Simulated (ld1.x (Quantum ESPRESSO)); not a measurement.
# Changing the settings of a PAW potential for Cd

One potential is built and tested. Then one design choice at a time is changed, to learn what it costs or gains.

Program: ld1.x (Quantum ESPRESSO) 7.5. Reference atom: LDA (PZ), scalar-relativistic, spherical and spin-unpolarised. All values are calculated.

2 further runs of the same task are left out: 2 set aside as unsound or not needed.

### 1 Settings

Typed settings, in words:

```json
{"element": "cadmium (Cd, Z = 48)", "type": "PAW", "frozen core": "[Ar] 3d10", "valence charge": "20", "reference configuration": "4s2 4p6 4d10 5s0 5p0 (charge +2)", "partial waves": "4s (bound): rcut 1.15, rcutus 1.25 bohr; 5s (bound, empty): rcut 1.15, rcutus 1.25 bohr; 4p (bound): rcut 1.45, rcutus 1.65 bohr; 5p (bound, empty): rcut 1.45, rcutus 1.65 bohr; 4d (bound): rcut 1.70, rcutus 2.15 bohr; 4d channel at -1.4 Ry: rcut 1.70, rcutus 2.15 bohr", "local potential": "all-electron potential smoothed inside 1.55 bohr (lloc = -1)", "core correction": "Bessel-smoothed model core inside 0.85 bohr", "augmentation charge": "PSQ, inside the norm-conserving radii"}
```

### 2 The first potential

Input file Cd.in:

```
 &input
   title='Cd', zed=48., rel=1, dft='PZ', iswitch=3,
   config='[Kr] 4d10 5s0 5p0',
   nld=3, rlderiv=2.35, eminld=-11.0, emaxld=5.0, deld=0.04
 /
 &inputp
   pseudotype=3, lpaw=.true., tm=.true., lloc=-1, rcloc=1.55,
   nlcc=.true., new_core_ps=.true., rcore=0.85,
   which_augfun='PSQ', rmatch_augfun_nc=.true.,
   file_pseudopw='Cd.UPF', file_wfcaegen='ae.wfc', file_wfcncgen='nc.wfc', file_beta='beta', file_chi='chi', file_wfcusgen='us.wfc'
 /
6
4S  1  0   2.00   0.00  1.15  1.25  0.0
5S  2  0   0.00   0.00  1.15  1.25  0.0
4P  2  1   6.00   0.00  1.45  1.65  0.0
5P  3  1   0.00   0.00  1.45  1.65  0.0
4D  3  2  10.00   0.00  1.70  2.15  0.0
4D  3  2   0.00  -1.40  1.70  2.15  0.0
 &test
   configts(1)='4s2 4p6 4d10 5s0 5p0'
 /
```

Command:

```sh
ld1.x < Cd.in > Cd.out
```

The output, Cd.out (without the banner and most projector matrices):

```text
     Program LD1 v.7.5
     --------------------------- All-electron run ----------------------------

     Cd
     scalar relativistic calculation

     atomic number is 48.00
     dft =PZ   lsd =0 sic =0 latt =0  beta=0.20 tr2=1.0E-14
     Exchange-correlation= PZ
                           (   1   1   0   0   0   0   0)
     mesh =1239 r(mesh) =  99.86297 a.u. xmin = -7.00 dx = 0.01250
     1 Ry =  13.60569312 eV, c = 137.03599908

     n l     nl                  e(Ry)          e(Ha)          e(eV)
     1 0     1S 1( 2.00)     -1948.6358      -974.3179    -26512.5405
     2 0     2S 1( 2.00)      -290.5434      -145.2717     -3953.0439
     2 1     2P 1( 6.00)      -261.0124      -130.5062     -3551.2550
     3 0     3S 1( 2.00)       -55.2464       -27.6232      -751.6662
     3 1     3P 1( 6.00)       -45.5584       -22.7792      -619.8535
     4 0     4S 1( 2.00)        -9.1767        -4.5884      -124.8556
     4 1     4P 1( 6.00)        -6.3223        -3.1611       -86.0190
     3 2     3D 1(10.00)       -30.3475       -15.1737      -412.8983
     4 2     4D 1(10.00)        -2.2569        -1.1284       -30.7062
     5 0     5S 1( 0.00)        -1.5918        -0.7959       -21.6570
     5 1     5P 1( 0.00)        -1.0823        -0.5412       -14.7258

     final scf error:  8.4E-15 reached in  27 iterations

     Etot =  -11177.223819 Ry,   -5588.611909 Ha, -152073.877243 eV

     Ekin =   11627.841418 Ry,    5813.920709 Ha,  158204.842015 eV
     Encl =  -26971.221506 Ry,  -13485.610753 Ha, -366962.162959 eV
     Eh   =    4463.619281 Ry,    2231.809640 Ha,   60730.634153 eV
     Exc  =    -297.463012 Ry,    -148.731506 Ha,   -4047.190451 eV

     normalization and overlap integrals

     s(1S/1S) =  1.000000  <r> =   0.0304  <r2> =    0.0013  r(max) =   0.0198
     s(2S/2S) =  1.000000  <r> =   0.1318  <r2> =    0.0205  r(max) =   0.1112
     s(2P/2P) =  1.000000  <r> =   0.1149  <r2> =    0.0161  r(max) =   0.0888
     s(3S/3S) =  1.000000  <r> =   0.3590  <r2> =    0.1474  r(max) =   0.3259
     s(3P/3P) =  1.000000  <r> =   0.3576  <r2> =    0.1485  r(max) =   0.3178
     s(4S/4S) =  1.000000  <r> =   0.8788  <r2> =    0.8756  r(max) =   0.7916
     s(4P/4P) =  1.000000  <r> =   0.9596  <r2> =    1.0556  r(max) =   0.8427
     s(3D/3D) =  1.000000  <r> =   0.3350  <r2> =    0.1335  r(max) =   0.2668
     s(4D/4D) =  1.000000  <r> =   1.2537  <r2> =    1.8857  r(max) =   0.9790
     s(5S/5S) =  1.000000  <r> =   2.4368  <r2> =    6.6853  r(max) =   2.1251
     s(5P/5P) =  1.000000  <r> =   2.9516  <r2> =    9.8510  r(max) =   2.5633

     ------------------------ End of All-electron run ------------------------

     --------------------- Generating PAW atomic setup --------------------

      Generating local potential from pseudized AE potential:
      Matching radius rcloc =   1.5500

      Local pseudo, rcloc= 1.535 Estimated cut-off energy=    10.13 Ry

      Computing core charge for nlcc:

       r > 0.85 : true rho core
      Core charge pseudized with two Bessel functions
      Integrated core pseudo-charge :   4.08
      Wfc-us  4S rcutus= 1.257  Estimated cut-off energy=    33.71 Ry
      Wfc-us  5S rcutus= 1.257  Estimated cut-off energy=    65.08 Ry
      Wfc-us  4P rcutus= 1.655  Estimated cut-off energy=    31.63 Ry
      Wfc-us  5P rcutus= 1.655  Estimated cut-off energy=    59.42 Ry
      Wfc-us  4D rcutus= 2.125  Estimated cut-off energy=    26.62 Ry
      Wfc-us  4D rcutus= 2.125  Estimated cut-off energy=    43.91 Ry

     Required augmentation: PSQ   radius:    2.150000

     Q pseudized with Bessel functions
     Expected ecutrho=     269.3056 due to l1=  0   l2=  2

     Estimated PAW energy = -593.937779 Ryd

     The PAW screened D coefficients
     9.62684     3.64448     0.00000     0.00000     0.00000     0.00000
     3.64448     1.31598     0.00000     0.00000     0.00000     0.00000
     0.00000     0.00000    -2.57837     1.11704     0.00000     0.00000
     0.00000     0.00000     1.11704     0.23036     0.00000     0.00000
     0.00000     0.00000     0.00000     0.00000    -1.74192    -0.72279
     0.00000     0.00000     0.00000     0.00000    -0.72279    -0.57883

     The PAW descreened D coefficients (US)
    -3.16111    -1.47747     0.00000     0.00000     0.00000     0.00000
    -1.47747    -0.69050     0.00000     0.00000     0.00000     0.00000
     0.00000     0.00000     1.24687    -1.61867     0.00000     0.00000
     0.00000     0.00000    -1.61867    -4.72523     0.00000     0.00000
     0.00000     0.00000     0.00000     0.00000     4.60183     2.77228
     0.00000     0.00000     0.00000     0.00000     2.77228     0.48089

     ------------------- End of pseudopotential generation -------------------

     [... the all-electron block is printed once more ...]


     Computing logarithmic derivative in   2.36332
     Computing logarithmic derivative in   2.36332
     Computing the partial wave expansion
     R is outside the sphere for l=    0 j= 0.00
     R is outside the sphere for l=    0 j= 0.00
     R is outside the sphere for l=    1 j= 0.00
     R is outside the sphere for l=    1 j= 0.00
     R is outside the sphere for l=    2 j= 0.00
     R is outside the sphere for l=    2 j= 0.00

     ---------------------- Testing the pseudopotential ----------------------

     Cd
     scalar relativistic calculation

     atomic number is 48.00   valence charge is 20.00
     dft = SLA  PZ   NOGX NOGC   lsd =0 sic =0 latt =0  beta=0.20 tr2=1.0E-14
     mesh =1239 r(mesh) =  99.86297 xmin = -7.00 dx = 0.01250

     n l     nl             e AE (Ry)        e PS (Ry)    De AE-PS (Ry)
     1 0     4S   1( 2.00)       -9.17672       -9.17672        0.00000
     2 1     4P   1( 6.00)       -6.32228       -6.32228        0.00001
     3 2     4D   1(10.00)       -2.25686       -2.25687        0.00000
     2 0     5S   1( 0.00)       -1.59176       -1.59175       -0.00001
     3 1     5P   1( 0.00)       -1.08233       -1.08232       -0.00000

     eps = 1.7E-15  iter =  8

     Etot =  -11177.223819 Ry,   -5588.611909 Ha, -152073.877243 eV
     Etotps =  -593.937762 Ry,    -296.968881 Ha,   -8080.934929 eV

     Ekin =     445.979361 Ry,     222.989681 Ha,    6067.858327 eV
     Encl =   -1007.272654 Ry,    -503.636327 Ha,  -13704.642628 eV
     Ehrt =     264.818507 Ry,     132.409253 Ha,    3603.039337 eV
     Ecxc =    -297.462976 Ry,    -148.731488 Ha,   -4047.189965 eV
     (Ecc =      -9.575002 Ry,      -4.787501 Ha,    -130.274535 eV)

     ---------------------- End of pseudopotential test ----------------------
```

It took 1.6 s on 1 thread, shared host. (Generation and the later configuration tests together.)

Partial waves on a coarse radial grid (AE all-electron, PS pseudo):

| r (bohr) | 5p AE | 5p PS | 5s AE | 5s PS |
| --- | --- | --- | --- | --- |
| 0.108 | 0.0687 | 0.0515 | -0.1324 | -0.2015 |
| 0.215 | -0.1643 | 0.1905 | 0.1834 | -0.3740 |
| 0.322 | -0.1483 | 0.3810 | 0.1863 | -0.4979 |
| 0.430 | 0.0191 | 0.5758 | -0.0392 | -0.5610 |
| 0.538 | 0.1835 | 0.7241 | -0.2508 | -0.5598 |
| 0.645 | 0.2793 | 0.7899 | -0.3515 | -0.5020 |
| 0.752 | 0.3017 | 0.7617 | -0.3428 | -0.4010 |
| 0.860 | 0.2658 | 0.6473 | -0.2552 | -0.2703 |
| 0.968 | 0.1917 | 0.4741 | -0.1240 | -0.1248 |
| 1.075 | 0.0976 | 0.2790 | 0.0222 | 0.0233 |
| 1.182 | -0.0045 | 0.0918 | 0.1670 | 0.1672 |
| 1.290 | -0.1075 | -0.0690 | 0.3012 | 0.3012 |
| 1.398 | -0.2053 | -0.1955 | 0.4180 | 0.4180 |
| 1.505 | -0.2940 | -0.2931 | 0.5146 | 0.5146 |
| 1.612 | -0.3731 | -0.3731 | 0.5921 | 0.5921 |
| 1.720 | -0.4424 | -0.4424 | 0.6518 | 0.6518 |
| 1.828 | -0.5012 | -0.5012 | 0.6946 | 0.6946 |
| 1.935 | -0.5491 | -0.5491 | 0.7221 | 0.7221 |
| 2.042 | -0.5876 | -0.5876 | 0.7369 | 0.7369 |
| 2.150 | -0.6174 | -0.6174 | 0.7408 | 0.7408 |
| 2.258 | -0.6389 | -0.6389 | 0.7354 | 0.7354 |
| 2.365 | -0.6528 | -0.6528 | 0.7224 | 0.7224 |
| 2.472 | -0.6602 | -0.6602 | 0.7035 | 0.7035 |
| 2.580 | -0.6617 | -0.6617 | 0.6796 | 0.6796 |
| 2.688 | -0.6582 | -0.6582 | 0.6521 | 0.6521 |
| 2.795 | -0.6503 | -0.6503 | 0.6223 | 0.6223 |

### 3 Configuration tests

Input file Cd.test.in:

```
 &input
   title='Cd', zed=48., rel=1, dft='PZ', iswitch=2,
   config='[Kr] 4d10 5s0 5p0'
 /
 &test
   file_pseudo='Cd.UPF', nconf=10,
   configts(1)='4s2 4p6 4d10 5s0 5p0',
   configts(2)='4s2 4p6 4d10 5s2 5p0',
   configts(3)='4s2 4p6 4d10 5s1 5p0',
   configts(4)='4s2 4p6 4d9 5s0 5p0',
   configts(5)='4s2 4p6 4d8 5s0 5p0',
   configts(6)='4s2 4p6 4d9 5s2 5p1',
   configts(7)='4s2 4p5 4d10 5s2 5p0',
   configts(8)='4s2 4p6 4d10 5s1.5 5p0',
   configts(9)='4s2 4p6 4d10 5s1 5p0', lsdts(9)=1,
   configts(10)='4s2 4p6 4d9 5s0 5p0', lsdts(10)=1
 /
```

Command:

```sh
ld1.x < Cd.test.in > Cd.test.out
```

Cd.test.out, the pseudopotential blocks:

```text
     ---------------------- Testing the pseudopotential ----------------------

     Cd
     scalar relativistic calculation

     atomic number is 48.00   valence charge is 20.00
     dft =SLA  PZ   NOGX NOGC   lsd =0 sic =0 latt =0  beta=0.20 tr2=1.0E-14
     mesh =1239 r(mesh) =  99.86297 xmin = -7.00 dx = 0.01250

     n l     nl             e AE (Ry)        e PS (Ry)    De AE-PS (Ry)
     1 0     4S   1( 2.00)       -9.17672       -9.17672        0.00000
     2 1     4P   1( 6.00)       -6.32228       -6.32228        0.00001
     3 2     4D   1(10.00)       -2.25686       -2.25687        0.00000
     2 0     5S   1( 0.00)       -1.59176       -1.59175       -0.00001
     3 1     5P   1( 0.00)       -1.08233       -1.08232       -0.00000

     eps = 1.6E-15  iter =  8

     Etot =  -11177.223819 Ry,   -5588.611909 Ha, -152073.877243 eV
     Etotps =  -593.937762 Ry,    -296.968881 Ha,   -8080.934929 eV

     Ekin =     445.979362 Ry,     222.989681 Ha,    6067.858336 eV
     Encl =   -1007.272655 Ry,    -503.636328 Ha,  -13704.642638 eV
     Ehrt =     264.818507 Ry,     132.409253 Ha,    3603.039338 eV
     Ecxc =    -297.462976 Ry,    -148.731488 Ha,   -4047.189965 eV
     (Ecc =      -9.575002 Ry,      -4.787501 Ha,    -130.274535 eV)

     ---------------------- End of pseudopotential test ----------------------
```

9 tests gave no usable energy difference (4s2 4p6 4d10 5s2 5p0; 4s2 4p6 4d10 5s1 5p0; 4s2 4p6 4d9 5s0 5p0; 4s2 4p6 4d8 5s0 5p0; others); the test run stopped with "negative rho".

### 4 Scattering by logarithmic derivatives

Taken from the files of the generation run. The phase is arctan(r·u′/u) with u = r·R, unwrapped, with energies in Ry. A pole is an energy at which the radial function vanishes at the test radius. The pseudo phase is shifted by a multiple of π to meet the all-electron one at the reference energy. Levels narrower than the energy grid can be missing from the poles. Left out: s, p, where the overlap operator is not positive , so their phases aren't trusted. The last column is the largest difference on the grid between −1 and +1 Ry.

```tsv
channel	radius (bohr)	reference (Ry)	poles AE	poles PS	window around the reference with phases within 0.05 rad (Ry)	largest difference near zero (rad)
d	2.36	-2.26	-1.99	-1.99, 2.09	below 0.1	0.906
```

Phases (rad) along the scan:

| E (Ry) | d AE | d PS |
| --- | --- | --- |
| -11.00 | 1.435 | 1.434 |
| -10.52 | 1.432 | 1.430 |
| -10.04 | 1.428 | 1.427 |
| -9.56 | 1.424 | 1.422 |
| -9.08 | 1.419 | 1.418 |
| -8.60 | 1.414 | 1.413 |
| -8.12 | 1.409 | 1.407 |
| -7.64 | 1.403 | 1.401 |
| -7.16 | 1.396 | 1.394 |
| -6.68 | 1.388 | 1.386 |
| -6.20 | 1.379 | 1.376 |
| -5.72 | 1.368 | 1.365 |
| -5.24 | 1.355 | 1.352 |
| -4.76 | 1.338 | 1.335 |
| -4.28 | 1.315 | 1.313 |
| -3.80 | 1.282 | 1.280 |
| -3.32 | 1.224 | 1.222 |
| -2.84 | 1.065 | 1.062 |
| -2.36 | -0.718 | -0.718 |
| -1.88 | -1.631 | -1.631 |
| -1.40 | -1.765 | -1.765 |
| -0.92 | -1.847 | -1.848 |
| -0.44 | -1.935 | -1.941 |
| 0.04 | -2.060 | -2.095 |
| 0.52 | -2.286 | -2.485 |
| 1.00 | -2.775 | -3.681 |
| 1.48 | -3.587 | -4.429 |
| 1.96 | -4.123 | -4.670 |
| 2.44 | -4.365 | -4.802 |
| 2.92 | -4.492 | -4.910 |
| 3.40 | -4.569 | -5.031 |
| 3.88 | -4.622 | -5.201 |
| 4.36 | -4.662 | -5.498 |
| 4.84 | -4.694 | -6.052 |

### 5 Cutoff and ghost test in a Bessel basis

A separate test, outside the generator: the pseudo-atom's Hamiltonian at the reference potential is diagonalised in spherical Bessel functions j_l(qr) that vanish at 20 bohr, with q² up to the cutoff.

No cutoffs are read. The overlap operator is not positive in s, p (lowest eigenvalue -11.153), so the test is not defined there. The ghost test is not conclusive.

### 6 Changed: waves 4p (bound): rcut 1.45, rcutus 2.14 bohr; 5p (bound, empty): rcut 1.45, rcutus 2.14 …

In full, the change is: waves 4p (bound): rcut 1.45, rcutus 2.14 bohr; 5p (bound, empty): rcut 1.45, rcutus 2.14 bohr.

Edit Cd.in of step 2 so:

```diff
@@ -14,4 +14,4 @@
 5S  2  0   0.00   0.00  1.15  1.25  0.0
-4P  2  1   6.00   0.00  1.45  1.65  0.0
-5P  3  1   0.00   0.00  1.45  1.65  0.0
+4P  2  1   6.00   0.00  1.45  2.14  0.0
+5P  3  1   0.00   0.00  1.45  2.14  0.0
 4D  3  2  10.00   0.00  1.70  2.15  0.0
```

Command:

```sh
ld1.x < Cd.in > Cd.out
```

Output in Cd.out (without the banner and most projector matrices):

```text
     Program LD1 v.7.5
     [... all-electron run as in step 2 ...]


     --------------------- Generating PAW atomic setup --------------------

      Generating local potential from pseudized AE potential:
      Matching radius rcloc =   1.5500

      Local pseudo, rcloc= 1.535 Estimated cut-off energy=    10.13 Ry

      Computing core charge for nlcc:

       r > 0.85 : true rho core
      Core charge pseudized with two Bessel functions
      Integrated core pseudo-charge :   4.08
      Wfc-us  4S rcutus= 1.257  Estimated cut-off energy=    33.71 Ry
      Wfc-us  5S rcutus= 1.257  Estimated cut-off energy=    65.08 Ry
      Wfc-us  4P rcutus= 2.125  Estimated cut-off energy=    20.03 Ry
      Wfc-us  5P rcutus= 2.125  Estimated cut-off energy=    15.74 Ry
      Wfc-us  4D rcutus= 2.125  Estimated cut-off energy=    26.62 Ry
      Wfc-us  4D rcutus= 2.125  Estimated cut-off energy=    43.91 Ry

     Required augmentation: PSQ   radius:    2.150000

     Q pseudized with Bessel functions
     Expected ecutrho=     269.3056 due to l1=  0   l2=  2

     Estimated PAW energy = -593.937779 Ryd

     The PAW screened D coefficients
     9.62684     3.64448     0.00000     0.00000     0.00000     0.00000
     3.64448     1.31598     0.00000     0.00000     0.00000     0.00000
     0.00000     0.00000    -4.96078    -0.93380     0.00000     0.00000
     0.00000     0.00000    -0.93380     0.32098     0.00000     0.00000
     0.00000     0.00000     0.00000     0.00000    -1.74192    -0.72279
     0.00000     0.00000     0.00000     0.00000    -0.72279    -0.57883

     The PAW descreened D coefficients (US)
    -3.03193    -1.44065     0.00000     0.00000     0.00000     0.00000
    -1.44065    -0.67451     0.00000     0.00000     0.00000     0.00000
     0.00000     0.00000     4.76366     2.16264     0.00000     0.00000
     0.00000     0.00000     2.16264     0.97039     0.00000     0.00000
     0.00000     0.00000     0.00000     0.00000     4.68232     2.83907
     0.00000     0.00000     0.00000     0.00000     2.83907     0.52264

     ------------------- End of pseudopotential generation -------------------

     [... all-electron run as in step 2 ...]


     Computing logarithmic derivative in   2.36332

       Warning: n=3, l=1 expected 1 nodes, found 0
       Setting wfc to zero for this iteration
       (This warning will only be printed once per wavefunction)

       Zero norm: self consistency problem; state:  5 (l=  1, j=0.0)
     Computing logarithmic derivative in   2.36332
     Computing the partial wave expansion
     R is outside the sphere for l=    0 j= 0.00
     R is outside the sphere for l=    0 j= 0.00
     R is outside the sphere for l=    1 j= 0.00
     R is outside the sphere for l=    1 j= 0.00
     R is outside the sphere for l=    2 j= 0.00
     R is outside the sphere for l=    2 j= 0.00

     ---------------------- Testing the pseudopotential ----------------------

     Cd
     scalar relativistic calculation

     atomic number is 48.00   valence charge is 20.00
     dft = SLA  PZ   NOGX NOGC   lsd =0 sic =0 latt =0  beta=0.20 tr2=1.0E-14
     mesh =1239 r(mesh) =  99.86297 xmin = -7.00 dx = 0.01250

     n l     nl             e AE (Ry)        e PS (Ry)    De AE-PS (Ry)
     1 0     4S   1( 2.00)       -9.17672       -9.17672       -0.00000
     2 1     4P   1( 6.00)       -6.32228       -6.32228        0.00000
     3 2     4D   1(10.00)       -2.25686       -2.25686        0.00000
     2 0     5S   1( 0.00)       -1.59176       -1.59175       -0.00001
     3 1     5P   1( 0.00)       -1.08233       -1.08233        0.00000

     eps = 3.7E-16  iter =  4

     Etot =  -11177.223819 Ry,   -5588.611909 Ha, -152073.877243 eV
     Etotps =  -593.937772 Ry,    -296.968886 Ha,   -8080.935060 eV

     Ekin =     445.980757 Ry,     222.990378 Ha,    6067.877313 eV
     Encl =   -1007.274113 Ry,    -503.637057 Ha,  -13704.662479 eV
     Ehrt =     264.818597 Ry,     132.409299 Ha,    3603.040567 eV
     Ecxc =    -297.463012 Ry,    -148.731506 Ha,   -4047.190461 eV
     (Ecc =      -9.575002 Ry,      -4.787501 Ha,    -130.274535 eV)

     ---------------------- End of pseudopotential test ----------------------
```

Wall time 1.4 s (1 thread, shared host). This counts the later configuration tests of the new file too.

The test run was repeated on this file; only its results are given.

6 tests gave no usable energy difference (4s2 4p6 4d8 5s0 5p0; 4s2 4p6 4d9 5s2 5p1; 4s2 4p5 4d10 5s2 5p0; 4s2 4p6 4d10 5s1.5 5p0); the test run stopped with "negative rho".

Excitation and ionisation energies from 4s2 4p6 4d10 5s0 5p0, with the error of the potential. A star marks tests that logged a warning.

| valence configuration | charge | ΔE all-electron (eV) | error AE − PS (meV) |
| --- | --- | --- | --- |
| 4s2 4p6 4d10 5s2 5p0 | 0 | -27.148 | +4.4 |
| 4s2 4p6 4d10 5s1 5p0 | +1 | -17.520 | +3.0 |
| 4s2 4p6 4d9 5s0 5p0 * | +3 | 38.256 | -26 |

With this change the largest error in the tests that it solved is -26 meV (4s2 4p6 4d9 5s0 5p0) and the overlap operator is still not positive definite.

### 7 All runs side by side

Cutoffs, loose and tight: the cutoffs (Ry, on a coarse ladder) from which the occupation-weighted sum of valence levels, in a spherical-Bessel basis at the reference potential, stays within 10 and 1 mRy of its value at 400 Ry; empty and scattering waves don't count. Test errors are all-electron less pseudo; runs with another core, reference, functional or relativity have tests of their own. The phase difference is the largest within 1 Ry of zero, over the channels with partial waves. A dash means not determined. 9 further runs were made in the same way; their inputs and logs are not shown.

```tsv
change	outcome	cutoff, loose	cutoff, tight	bound ghosts	largest test error (meV)	phase difference near zero (rad)	lowest overlap eigenvalue (Bessel basis)
first potential	generated, overlap not positive	–	–	not determined	none usable	0.906	-11.153
waves 4p (bound): rcut 1.45, rcutus 2.14 bohr; 5p (bound, empty): rcut 1.45, rcutus 2.14 bohr	generated, overlap not positive	–	–	not determined	-26 (6 tests unsolved)	0.906	-11.153
local potential all-electron potential smoothed inside 1.05 bohr (lloc = -1)	generated, overlap not positive	–	–	not determined	none usable	–	-2.906
all radii scaled by 0.84 (s 1.04, p 1.38, d 1.80 bohr); local potential all-electron potential smoothed inside 1.30 bohr (lloc = -1)	failed: new_paw_hamiltonian: negative rho	–	–	–	–	–	–
reference 4s2 4p6 4d10 5s2 5p0; waves 5s (bound): rcut 1.15, rcutus 1.25 bohr	generated, overlap not positive	–	–	not determined	+123	0.001	-176.986
functional PBE	generated, overlap not positive	–	–	not determined	-169 (4 tests unsolved)	1.017	-41.362
local potential all-electron potential smoothed inside 1.78 bohr (lloc = -1)	generated	40 Ry	70 Ry	none	-20 (6 tests unsolved)	0.095	0.107
waves 4s (bound): rcut 1.15, rcutus 1.40 bohr; 5s (bound, empty): rcut 1.15, rcutus 1.40 bohr	generated, overlap not positive	–	–	not determined	none usable	0.906	-2.551
waves 4d (bound): rcut 1.70, rcutus 2.76 bohr; 4d channel at -1.4 Ry: rcut 1.70, rcutus 2.76 bohr	generated, overlap not positive	–	–	not determined	none usable	–	-11.153
waves 4d channel at -2.15 Ry: rcut 1.70, rcutus 2.15 bohr	generated, overlap not positive	–	–	not determined	+3.2 (8 tests unsolved)	0.006	-11.153
type ultrasoft; local potential all-electron potential smoothed inside 1.05 bohr (lloc = -1)	generated, overlap not positive	–	–	not determined	none usable	–	-2.906
```

**Reading.** The first potential's overlap operator isn't positive, which rules it out; the variant "local potential all-electron potential smoothed inside 1.78 bohr (lloc = -1)" cures that. 1 of the changes stops the generator.

The first potential by itself. The overlap operator is not positive definite in s, p, so a plane-wave run would break down once the basis is large enough. The test run broke off, so later configurations gave nothing; no test gave an energy difference. No cutoffs are read.
